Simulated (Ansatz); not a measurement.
# HCl: the cost of one run

Method: DFT PBE+D3(BJ), plane waves, PAW, scalar-relativistic, no spin polarisation, in Ansatz 0.2.0.

## Step 1: Starting point

The cell holds 24 atoms (Cl12H12): a = 8.490 Å, b = 8.490 Å, c = 8.490 Å, α = 90.00°, β = 90.00°, γ = 90.00°.

Its coordinates follow in the input file.

## Step 2: Preparing the start

Input file input.yaml:

```yaml
crystal:
  lattice:
    - [8.490185, 0.0, 0.0]
    - [0.0, 8.490185, 0.0]
    - [0.0, 0.0, 8.490185]
  atoms:
    - { symbol: Cl, position: [0.539458, 0.9998078, 1.0403728] }
    - { symbol: H, position: [0.467702, 0.9574002, 0.9147497] }
    - { symbol: Cl, position: [0.3453783, 0.5470445, 0.3857253] }
    - { symbol: H, position: [0.3414935, 0.4667761, 0.2581699] }
    - { symbol: Cl, position: [0.1001718, 0.3067739, 0.6058643] }
    - { symbol: H, position: [-0.0465544, 0.2807509, 0.6287269] }
    - { symbol: Cl, position: [0.2031316, 0.0458917, 0.3719333] }
    - { symbol: H, position: [0.2813087, 0.1716401, 0.4002915] }
    - { symbol: Cl, position: [0.7377114, 0.7392757, 0.7934934] }
    - { symbol: H, position: [0.7250153, 0.5890694, 0.7958139] }
    - { symbol: Cl, position: [0.2922527, 0.6973249, 0.9739934] }
    - { symbol: H, position: [0.2179228, 0.773852, 0.8674704] }
    - { symbol: Cl, position: [0.8771306, 0.2067064, 1.0548749] }
    - { symbol: H, position: [0.915607, 0.1935815, 0.9096999] }
    - { symbol: Cl, position: [0.7198958, 0.4945671, 0.2238261] }
    - { symbol: H, position: [0.6101795, 0.4003348, 0.1812688] }
    - { symbol: Cl, position: [0.7142337, 0.1514584, 0.4975596] }
    - { symbol: H, position: [0.777271, 0.1791034, 0.3634307] }
    - { symbol: Cl, position: [0.4103671, 0.3526238, 0.9991468] }
    - { symbol: H, position: [0.3631163, 0.3014953, 0.8654243] }
    - { symbol: Cl, position: [0.0003838, 0.6800814, 0.5301527] }
    - { symbol: H, position: [0.0760951, 0.6255386, 0.4117409] }
    - { symbol: Cl, position: [0.4259127, 0.8717053, 0.6150593] }
    - { symbol: H, position: [0.5402379, 0.8560112, 0.5180442] }
basis:
  ecutwfc: 420.0
kpoints:
  mp_grid: { grid: [1, 1, 1] }
hamiltonian:
  xc: pbe
  dispersion: d3bj
scf:
  occupations: { method: fermi_dirac, width: 0.02 }
  lower_state_search: "off"
relax:
  f_tol: 0.3
  max_steps: 15
  adjacent_minimum: "off"
```

Started as:

```console
$ ansatz run input.yaml --threads 1 --pin off --max-ram 3072MiB --backend cpu --events-out ev --progress --plain --runs-dir out
```

What time and memory should one allow on 1 thread of AMD EPYC 9R14 (Zen 4), shared host?

About 24 s, with a peak of 0.56 GiB.
